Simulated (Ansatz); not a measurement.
# Nudged elastic band run: Si$_{12}$NO$_{22}$, charge +1

Input file:

```yaml
crystal:
  lattice:
    - [-2.4814, 4.297911, 5.436]
    - [4.9628, 0.0, 5.436]
    - [4.9628, 8.595822, 0.0]
  atoms:
    - { symbol: Si, position: [0.08646047, 0.56460016, 0.94747374] }
    - { symbol: Si, position: [0.39438239, 0.93011622, 0.03390683] }
    - { symbol: Si, position: [-0.01500774, -0.00142256, 0.26501148] }
    - { symbol: O, position: [0.30902648, 0.46357686, 0.96253919] }
    - { symbol: O, position: [0.17808064, 0.02089345, 0.12925753] }
    - { symbol: O, position: [0.93619475, 0.49811271, 0.10824254] }
    - { symbol: O, position: [0.56023208, 0.30325517, 0.13386772] }
    - { symbol: O, position: [0.91237488, 0.18684562, 0.33471501] }
    - { symbol: O, position: [0.56072807, 0.9702454, 0.08477198] }
    - { symbol: Si, position: [0.00941758, 0.58104713, 0.41820316] }
    - { symbol: Si, position: [0.40299082, 0.95049758, 0.53269179] }
    - { symbol: Si, position: [-0.00722322, -0.01314981, 0.76147986] }
    - { symbol: O, position: [0.17156316, 0.00261346, 0.61316655] }
    - { symbol: O, position: [0.8753654, 0.51520622, 0.60637033] }
    - { symbol: O, position: [0.58845924, 0.3234236, 0.65657535] }
    - { symbol: O, position: [0.93829877, 0.18659089, 0.81558384] }
    - { symbol: O, position: [0.53187324, 1.05180135, 0.57637425] }
    - { symbol: Si, position: [0.58897983, 0.06687065, 0.19736651] }
    - { symbol: Si, position: [0.96634116, 0.40022031, 0.27384921] }
    - { symbol: Si, position: [0.65490428, 0.52214015, 0.56870176] }
    - { symbol: O, position: [0.81374484, 0.97398201, 0.21167963] }
    - { symbol: O, position: [0.78081023, 0.55234843, 0.39181378] }
    - { symbol: O, position: [0.43657232, 0.0077766, 0.35728277] }
    - { symbol: O, position: [0.02419906, 0.79943585, 0.40001956] }
    - { symbol: O, position: [0.48497819, 0.71082685, 0.59225904] }
    - { symbol: "N", position: [0.15207245, 0.43350086, 0.31578556] }
    - { symbol: Si, position: [0.58508564, 0.08923557, 0.70724212] }
    - { symbol: Si, position: [0.88751639, 0.42012229, 0.79040594] }
    - { symbol: Si, position: [0.48132652, 0.49450338, 0.01342914] }
    - { symbol: O, position: [0.80353742, 0.96550693, 0.72495224] }
    - { symbol: O, position: [0.66396892, 0.51462838, 0.86297613] }
    - { symbol: O, position: [0.41788788, 0.04104272, 0.85935827] }
    - { symbol: O, position: [0.05439749, 0.80182862, 0.89310986] }
    - { symbol: O, position: [0.42138913, 0.6961523, 0.06229856] }
    - { symbol: O, position: [0.04697332, 0.49157294, 0.82359105] }
total_charge: 1
basis:
  ecutwfc: 420.0
kpoints:
  mp_grid: { grid: [2, 2, 2] }
hamiltonian:
  xc: lda
  pseudopotentials: { kind: paw, azcp: { folder: soft_1 } }
scf:
  occupations: { method: fermi_dirac, width: 0.05 }
  lower_state_search: "off"
neb:
  images: 5
  f_tol: 0.05
  initial_path: idpp
  max_iterations: 80
  spring: { min: 2.0, max: 10.0 }
  final_atoms:
    - { symbol: Si, position: [0.09925924, 0.5670065, 0.96019087] }
    - { symbol: Si, position: [0.40082213, 0.95744163, 0.02309405] }
    - { symbol: Si, position: [-0.01377263, -0.02323574, 0.24184839] }
    - { symbol: O, position: [0.30834794, 0.48034853, 1.01151551] }
    - { symbol: O, position: [0.16878392, 0.01692766, 0.10180106] }
    - { symbol: O, position: [0.91628807, 0.50997566, 0.09983639] }
    - { symbol: O, position: [0.60364371, 0.33267913, 0.16428148] }
    - { symbol: O, position: [0.88871883, 0.17151334, 0.30587149] }
    - { symbol: O, position: [0.51542018, 1.06543604, 0.07628746] }
    - { symbol: Si, position: [0.09989012, 0.59401721, 0.49607084] }
    - { symbol: Si, position: [0.42566002, 0.92623701, 0.53694081] }
    - { symbol: Si, position: [0.01573723, -0.01034144, 0.76842477] }
    - { symbol: O, position: [0.19904164, -0.00355602, 0.62365708] }
    - { symbol: O, position: [0.90654627, 0.55029636, 0.62330321] }
    - { symbol: O, position: [0.61664646, 0.30780227, 0.63160065] }
    - { symbol: O, position: [0.95670518, 0.19009759, 0.82079211] }
    - { symbol: O, position: [0.58400957, 0.98750341, 0.58180171] }
    - { symbol: Si, position: [0.58928599, 0.08242323, 0.20361683] }
    - { symbol: Si, position: [0.77404774, 0.3896045, 0.23436754] }
    - { symbol: Si, position: [0.50828478, 0.4910583, 0.51668825] }
    - { symbol: O, position: [0.81139134, 0.952074, 0.19065548] }
    - { symbol: O, position: [0.66438119, 0.51531679, 0.35099698] }
    - { symbol: O, position: [0.44002712, 0.03659118, 0.36192791] }
    - { symbol: O, position: [0.0475, 0.78449215, 0.3685289] }
    - { symbol: O, position: [0.48144894, 0.69056476, 0.56286529] }
    - { symbol: "N", position: [0.30768959, 0.44919272, 0.50551243] }
    - { symbol: Si, position: [0.61807194, 0.07570497, 0.69696525] }
    - { symbol: Si, position: [0.91345815, 0.4251085, 0.79288396] }
    - { symbol: Si, position: [0.50518357, 0.51878817, 0.0238956] }
    - { symbol: O, position: [0.83028117, 0.95929913, 0.73277443] }
    - { symbol: O, position: [0.68909897, 0.50208367, 0.88447593] }
    - { symbol: O, position: [0.44180156, 0.03520042, 0.84748595] }
    - { symbol: O, position: [0.07602847, 0.80284121, 0.90233046] }
    - { symbol: O, position: [0.47042675, 0.71566923, 0.07381421] }
    - { symbol: O, position: [0.08051105, 0.47860489, 0.83771284] }
  order_check: true
```

Launched with:

```bash
$ ansatz run input.yaml --threads 4 --pin off --max-ram 10240MiB --backend cpu --events-out ev --progress --plain --runs-dir out
```

Output, in part (warnings, iteration lines):

```
NEB end point (image 0): max|allowed force component| = 2.307e-2 eV/Å (the criterion of neb.relax_end_points is 1.000e-2)
NEB end point (image 6): max|allowed force component| = 2.263e-2 eV/Å (the criterion of neb.relax_end_points is 1.000e-2)
NEB iter   1: max|band force component| = 5.750e0 eV/Å  barrier→ = 6.7559 eV  barrier← = 6.9686 eV  Δτ_max = 0.1961 Å  (82 SCF iters)
NEB iter   2: max|band force component| = 2.613e0 eV/Å  barrier→ = 5.8781 eV  barrier← = 6.0909 eV  Δτ_max = 0.1997 Å  (48 SCF iters)
NEB iter   3: max|band force component| = 1.350e0 eV/Å  barrier→ = 5.2200 eV  barrier← = 5.4328 eV  Δτ_max = 0.2000 Å  (48 SCF iters)
NEB iter   4: max|band force component| = 1.791e0 eV/Å  barrier→ = 5.0620 eV  barrier← = 5.2748 eV  Δτ_max = 0.0988 Å  (47 SCF iters)
NEB iter   5: max|band force component| = 9.561e-1 eV/Å  barrier→ = 4.9105 eV  barrier← = 5.1233 eV  Δτ_max = 0.2000 Å  (46 SCF iters)
NEB iter   6: max|band force component| = 2.638e0 eV/Å  barrier→ = 4.7217 eV  barrier← = 4.9344 eV  Δτ_max = 0.1013 Å  (48 SCF iters)
NEB iter   7: max|band force component| = 1.233e0 eV/Å  barrier→ = 4.6005 eV  barrier← = 4.8133 eV  Δτ_max = 0.2000 Å  (45 SCF iters)
NEB iter   8: max|band force component| = 1.581e0 eV/Å  barrier→ = 4.3503 eV  barrier← = 4.5631 eV  Δτ_max = 0.1015 Å  (48 SCF iters)
[... lines left out ...]
```

The forces met the threshold. Neighbouring images differ by up to 1.5 eV, so the band resolves the path poorly. By the program's own check the climbing image is of a kind that is not told: the force calls were inconclusive, a negative curvature could not be distinguished from the path's own, the only one lies far off the path, or fixed occupations may fill a level only in part (lowest curvatures found: -6.94 and 0.34 eV/Å²). Limits of this set-up: PAW files made for another functional, no spin, though dangling bonds at a vacancy may carry it, a small cell, in which the defect meets its images, charged cell in a uniform background, uncorrected.

Final band (atoms are numbered from 1 in the order of the input):

| image | path coordinate (Å) | energy (eV) | Si10–Si19 (Å) | Si10–O22 (Å) | O14–Si20 (Å) |
| --- | --- | --- | --- | --- | --- |
| 0 | 0.00 | 0.00 | 2.41 | 1.87 | 1.77 |
| 1 | 2.74 | 0.83 | 2.79 | 2.97 | 3.72 |
| 2 | 5.10 | 1.07 | 2.87 | 3.30 | 3.76 |
| 3 | 6.35 | 2.62 | 3.28 | 4.09 | 3.60 |
| 4 | 7.55 | 1.39 | 4.05 | 3.75 | 3.40 |
| 5 | 9.47 | 0.71 | 4.79 | 3.73 | 3.42 |
| 6 | 12.34 | -0.21 | 4.78 | 3.83 | 3.62 |

Time of the run: 12 min on 4 threads of AMD EPYC 9R45 96-Core Processor (Zen 5), on a shared host, peak memory 3.4 GiB.
